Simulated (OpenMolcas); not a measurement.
# C13H12 (diphenylmethane): PBE50/3-21G

Aim: the vertical electron affinity of C13H12 (diphenylmethane) at PBE50/3-21G, from 2 runs. 

The calculation is run with OpenMolcas 26.06.

## 1. The system as given

C13H12: 25 atoms, total charge 0, spin state singlet. As SMILES, `c1ccc(Cc2ccccc2)cc1`. The shape is that of a GFN2-xTB optimisation. This is one conformer, not always the lowest.

Some bond lengths: C1–C2 1.384 Å, C2–C3 1.384 Å, C3–C4 1.389 Å, C4–C5 1.508 Å, C5–C6 1.507 Å, C6–C7 1.389 Å, C7–C8 1.383 Å, C8–C9 1.384 Å, C9–C10 1.384 Å, C6–C11 1.389 Å, C10–C11 1.384 Å, C4–C12 1.389 Å, C1–C13 1.384 Å, C12–C13 1.383 Å, C1–H14 1.080 Å, C2–H15 1.080 Å. Some angles: C1–C2–C3 120.1°, C2–C1–C13 119.6°, C2–C3–C4 120.7°, C3–C4–C5 120.6°, C3–C4–C12 118.8°, C5–C4–C12 120.6°, C4–C5–C6 109.2°, C5–C6–C7 120.6°, C5–C6–C11 120.6°, C7–C6–C11 118.8°.

## 2. Energy and forces at PBE50/3-21G

The input, struct.xyz:

```xyz
25

C      1.058520    -3.367210    -0.684660
C      0.062410    -2.825650    -1.478750
C     -0.720750    -1.790040    -1.000710
C     -0.522340    -1.283850     0.277060
C     -1.354710    -0.133260     0.784230
C     -0.681040     1.164970     0.419620
C      0.249110     1.742880     1.273990
C      0.890200     2.918660     0.927310
C      0.610700     3.532170    -0.281660
C     -0.311740     2.961840    -1.141830
C     -0.951140     1.785570    -0.792850
C      0.481680    -1.831190     1.064830
C      1.266260    -2.866550     0.589210
H      1.668840    -4.177180    -1.056020
H     -0.106640    -3.212710    -2.473130
H     -1.499040    -1.374860    -1.625200
H     -1.457290    -0.203110     1.868660
H     -2.348550    -0.171840     0.334320
H      0.468420     1.271400     2.221290
H      1.607440     3.359200     1.604930
H      1.108320     4.451800    -0.552400
H     -0.534870     3.435140    -2.086940
H     -1.672410     1.347630    -1.468170
H      0.647720    -1.448110     2.061540
H      2.040900    -3.285730     1.215320
```

The input, job.inp:

```
&GATEWAY
  BasLib
  $CurrDir
  Coord
  struct.xyz
  Basis
  3-21G
  Group
  NoSym

&SEWARD
  GridInput
  Grid=Fine
  End of Grid

&SCF
  KSDFT
  HYB_GGA_XC_PBE50
  PrOrbitals
  1 1

&ALASKA
```

The basis set 3-21G is read from a file made from the Basis Set Exchange's data (not shown).

Started as:

```sh
$ export MOLCAS_MEM=1860
$ pymolcas job.inp > job.log
```

Output:

```text
--- Start Module: gateway ---
[...]
--- Stop Module: gateway /rc=_RC_ALL_IS_WELL_ ---
[...]
      Basis functions          141
[...]
--- Start Module: scf ---
[...]
       Convergence after  12 Iterations
[...]
::    Total KS-DFT energy                            -499.3292984086
[...]
      Total spin, S                                     0.0000000000
[...]
      Total electronic charge=   90.000000
      Total            charge=   -0.000000
[...]
      Dipole Moment (debye):
      Origin of the operator (angstrom)=    0.0050    0.0005   -0.0029
                   X= -5.1936E-02               Y= -6.3340E-03               Z=  2.9432E-02           Total=  6.0031E-02
      Quadrupole Moment (debye*angstrom):
[...]
--- Stop Module: scf /rc=_RC_ALL_IS_WELL_ ---
[...]
--- Start Module: alaska ---
[...]
 *              Molecular gradients               *
 **************************************************
  Irreducible representation: a
 ------------------------------------------------------------------------------------------
                              X                       Y                       Z
 ------------------------------------------------------------------------------------------
  C1               -1.49807999012808E-03    1.88835935865583E-03    8.10949101356151E-04
  C2               -2.31170614796994E-05    7.42324965964158E-04    2.05050419938324E-03
  C3                1.51157924926260E-03   -4.50541152854367E-04   -3.90911499649427E-04
  C4               -8.19830003318422E-04    1.99610969954644E-03    6.12785603703259E-04
  C5               -8.17680363307538E-04    1.87993453137830E-04    5.41388885509808E-04
  C6               -8.11143730256703E-04   -2.58157149348559E-03    2.44516359335645E-04
  C7                1.30305072085979E-03    1.02921379809207E-03   -8.12242735909408E-04
  C8               -1.72294778458770E-03   -1.11878547152511E-03   -1.36186509310265E-03
[...]
--- Stop Module: alaska /rc=_RC_ALL_IS_WELL_ ---
[...]
```

Run time: 85 s. Hardware: 1 thread of Arm Neoverse V1, shared host; peak memory 1.1 GiB.

## 3. The doublet anion at the same level

struct.xyz is that of step 2.

The input, job.input:

```
* C13H12 Kohn-Sham DFT

&GATEWAY
  BasLib = $CurrDir
  Coord = struct.xyz
  Basis = 3-21G
  Group = NoSym

&SEWARD
  GridInput
  Grid=Fine
  End of Grid

&SCF
  UHF
  Charge = -1
  Spin = 2
  KSDFT = HYB_GGA_XC_PBE50
  PrOrbitals = 1 1

&ALASKA
```

The basis set 3-21G is read from a file made from the Basis Set Exchange's data (not shown).

Started as:

```sh
$ export MOLCAS_MEM=1860
$ pymolcas job.input > job.log
```

Output:

```text
--- Start Module: gateway ---
[...]
--- Stop Module: gateway /rc=_RC_ALL_IS_WELL_ ---
[...]
      Basis functions          141
[...]
--- Start Module: scf ---
[...]
       Convergence after  20 Iterations
[...]
::    Total KS-DFT energy                            -499.2659477625
[...]
      Total spin, S                                     0.5088008198
[...]
      Total electronic charge=   91.000000
      Total            charge=   -1.000000
[...]
      Dipole Moment (debye):
      Origin of the operator (angstrom)=    0.0050    0.0005   -0.0029
                   X= -5.1774E-01               Y= -5.3573E-02               Z=  2.9941E-01           Total=  6.0048E-01
      Center of Charge (angstrom)
[...]
--- Stop Module: scf /rc=_RC_ALL_IS_WELL_ ---
[...]
--- Start Module: alaska ---
[...]
 *              Molecular gradients               *
 **************************************************
  Irreducible representation: a
 ------------------------------------------------------------------------------------------
                              X                       Y                       Z
 ------------------------------------------------------------------------------------------
  C1               -1.41633575732558E-02    1.91285469472957E-02    8.48871297240139E-03
  C2                1.53964799513146E-02   -1.46917624466658E-02    4.47096906862132E-03
  C3               -3.65283257191118E-03    1.52491168449809E-02    2.18133007110342E-02
  C4                1.94294279966103E-02   -2.23629596138366E-02   -1.16389007403828E-02
  C5               -8.68980571692735E-03   -6.38054824940976E-04    5.10071005475354E-03
  C6                1.60940222370742E-02    2.54973600904642E-02   -8.86264940676229E-03
  C7               -1.80796226923758E-02   -1.70662866441287E-02   -8.92292839157793E-03
  C8                1.44295334086042E-03    1.61012180131648E-02   -1.43977745262638E-02
[...]
--- Stop Module: alaska /rc=_RC_ALL_IS_WELL_ ---
[...]
```

Run time: 2.1 min. Hardware: 1 thread of Arm Neoverse V1, shared host; peak memory 1.1 GiB.

## 4. Summary of results

At PBE50/3-21G:

| quantity | value |
| --- | --- |
| singlet C13H12: total energy | -499.32930 Eh |
| singlet C13H12: dipole moment | 0.06 D |
| singlet C13H12: HOMO energy | -7.70 eV |
| singlet C13H12: LUMO energy | 0.89 eV |
| singlet C13H12: HOMO–LUMO gap | 8.59 eV |
| singlet C13H12: largest force on an atom | 0.145 eV/Å |
| doublet anion: total energy | -499.26595 Eh |
| doublet anion: HOMO energy (highest over α and β) | 2.55 eV |
| doublet anion: LUMO energy (lowest over α and β) | 5.20 eV |
| doublet anion: ⟨S²⟩ | 0.768 |
| doublet anion: largest force on an atom | 1.637 eV/Å |
| vertical electron affinity (to the doublet anion) | -1.724 eV |

In words: The anion lies 1.72 eV (40 kcal/mol) above the neutral: the electron isn't bound at this level, and such a value depends on the basis. Without diffuse functions anions come out too high. Mulliken charges (doublet anion) run from -0.54 on C5 to +0.19 on H17; they depend strongly on the basis. The HOMO (doublet anion) lies at positive energy, 2.55 eV; only total energies tell whether the electron is bound.
